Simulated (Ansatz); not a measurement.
Crystal: TiSn.

```xyz
2
Lattice="0.0000 2.8005 2.8005 2.8005 0.0000 2.8005 2.8005 2.8005 0.0000" Properties=species:S:1:pos:R:3 pbc="T T T"
Ti    0.0000    0.0000    0.0000
Sn    2.8005    2.8005    2.8005
```

The cell was built by a generator and needn't be a form met in nature.

Program: Ansatz 0.2.0. Alike in all runs: task band structure; potentials or basis Ansatz PAW; no spin polarisation; cell as given; k mesh 5 × 5 × 5; smearing fermi-dirac 0.05 eV; the mesh is coarse, so values aren't converged.

Q: Order these runs on this cell by their pressure, lowest first.
A. level revPBE; cutoff (eV) 420
B. level BLYP; cutoff (eV) 420
C. level r2SCAN; cutoff (eV) 500
D. level PBEsol; cutoff (eV) 420
E. level LDA; cutoff (eV) 420

A: E (-6.4 GPa), D (-3.7 GPa), C (-0.9 GPa), A (1.6 GPa), B (4.0 GPa).

Caveats: all runs use coarse meshes; the PAW data sets come from PBE, with cores solved anew for the run's functional, which leaves a small shift of forces and pressure.
